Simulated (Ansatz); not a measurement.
# TaNiN: the cost of one run

Method: reference: DFT PBE, plane waves, PAW, scalar-relativistic, no spin polarisation, in Ansatz 0.2.0.

**1. Starting point**

The structure is tetragonal, space group P4/nmm (No. 129). Conventional cell: a = 2.942 Å, b = 2.942 Å, c = 7.448 Å, α = 90.00°, β = 90.00°, γ = 90.00°. Ni (site symmetry 4mm) is surrounded by 1 N at 2.11 Å. Ta (site symmetry 4mm) is surrounded by 5 N at 2.10 to 2.11 Å. Around N (site symmetry 4mm) lie 5 Ta at 2.10 to 2.11 Å and 1 Ni at 2.11 Å.

Coordinates:

```xyz
6
Lattice="2.9419 0.0000 0.0000 0.0000 2.9419 0.0000 0.0000 0.0000 7.4478" Properties=species:S:1:pos:R:3 pbc="T T T"
Ni    0.0000    1.4709    6.7030
Ni    1.4709    0.0000    0.7448
Ta    0.0000    1.4709    2.4950
Ta    1.4709    0.0000    4.9528
N     0.0000    1.4709    4.5953
N     1.4709    0.0000    2.8525
```

**2. Reference**

Contents of input.yaml:

```yaml
crystal:
  lattice:
    - [2.941865, 0.0, 0.0]
    - [0.0, 2.941865, 0.0]
    - [0.0, 0.0, 7.447759]
  atoms:
    - { symbol: Ni, position: [0.0, 0.5, 0.9] }
    - { symbol: Ni, position: [0.5, 0.0, 0.1] }
    - { symbol: Ta, position: [0.0, 0.5, 0.335] }
    - { symbol: Ta, position: [0.5, 0.0, 0.665] }
    - { symbol: "N", position: [0.0, 0.5, 0.617] }
    - { symbol: "N", position: [0.5, 0.0, 0.383] }
  symmetry: { tolerance: 0.0003 }
kpoints:
  mp_grid: { grid: [6, 6, 3], shift: [0, 0, 0] }
magnetization:
  spin_polarized: false
scf:
  occupations: { method: fermi_dirac }
hamiltonian:
  pseudopotentials: { kind: paw }
  xc: pbe
basis:
  ecutwfc: 420
output:
  forces: true
  stress: true
  eigenvalues: true
relax:
  max_steps: 40
  cell: {}
```

The run is started by

```
ansatz run input.yaml --threads 1 --pin off --max-ram 2560MiB --backend cpu --events-out ev --progress --plain --runs-dir out
```

**Question.** How long does this run take on 1 thread of an x86-64 CPU, shared host, and how much memory does it need?

About 29 s, with a peak of 0.44 GiB.
